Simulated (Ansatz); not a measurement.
# Ta2Si4B: the cost of one run

Computed with Ansatz 0.2.0 (DFT PBE, scalar-relativistic, plane waves, PAW, unless a step's input says otherwise).

1 further run of the same task is left out (it didn't finish).

### 1 Starting point

The structure is tetragonal, space group P4/mmm (No. 123). The conventional cell has a = 5.810 Å, b = 5.810 Å, c = 3.379 Å, α = 90.00°, β = 90.00°, γ = 90.00°. Around Ta (site symmetry mmm) lie 8 Si at 2.66 Å. Si (site symmetry m2m) has 1 B at 1.92 Å and 4 Ta at 2.66 Å in its first shell of neighbours. Around B (site symmetry 4/mmm) lie 4 Si at 1.92 Å.

Coordinates:

```
CELL_PARAMETERS angstrom
5.80969 0.00000 0.00000
0.00000 5.80969 0.00000
0.00000 0.00000 3.37886
ATOMIC_POSITIONS crystal
Ta 0.50000 0.00000 0.50000
Ta 0.00000 0.50000 0.50000
Si 0.23323 0.23323 0.00000
Si 0.76677 0.23323 0.00000
Si 0.76677 0.76677 0.00000
Si 0.23323 0.76677 0.00000
B 0.00000 0.00000 0.00000
```

(A quick probe on a coarse mesh, which set the mesh and smearing, is not shown.)

### 3 Coarse relaxation

Input file input.yaml:

```yaml
crystal:
  lattice:
    - [5.8096876407, 0.0, 0.0]
    - [0.0, 5.8096876407, 0.0]
    - [0.0, 0.0, 3.3788559919]
  atoms:
    - { symbol: Ta, position: [0.5, 0.0, 0.5] }
    - { symbol: Ta, position: [0.0, 0.5, 0.5] }
    - { symbol: Si, position: [0.23323, 0.23323, 0.0] }
    - { symbol: Si, position: [0.76677, 0.23323, 0.0] }
    - { symbol: Si, position: [0.76677, 0.76677, 0.0] }
    - { symbol: Si, position: [0.23323, 0.76677, 0.0] }
    - { symbol: B, position: [0.0, 0.0, 0.0] }
basis:
  ecutwfc: 420
kpoints:
  mp_grid: { grid: [4, 4, 6] }
hamiltonian:
  xc: pbe
scf:
  occupations: { method: gaussian, width: 0.1 }
  lower_state_search: "off"
output:
  forces: true
  stress: true
  eigenvalues: true
relax:
  adjacent_minimum: "off"
  f_tol: 0.04
  max_steps: 70
  cell: { stress_tol: 0.4 }
```

The run is started by

```bash
$ ansatz run input.yaml --threads 1 --pin off --max-ram 2560MiB --backend cpu --events-out ev --progress --plain --runs-dir out
```

**Question.** How long does this run take on 1 thread of Arm Neoverse V2, shared host, and how much memory does it need?

About 32 s, with a peak of 0.4 GiB.
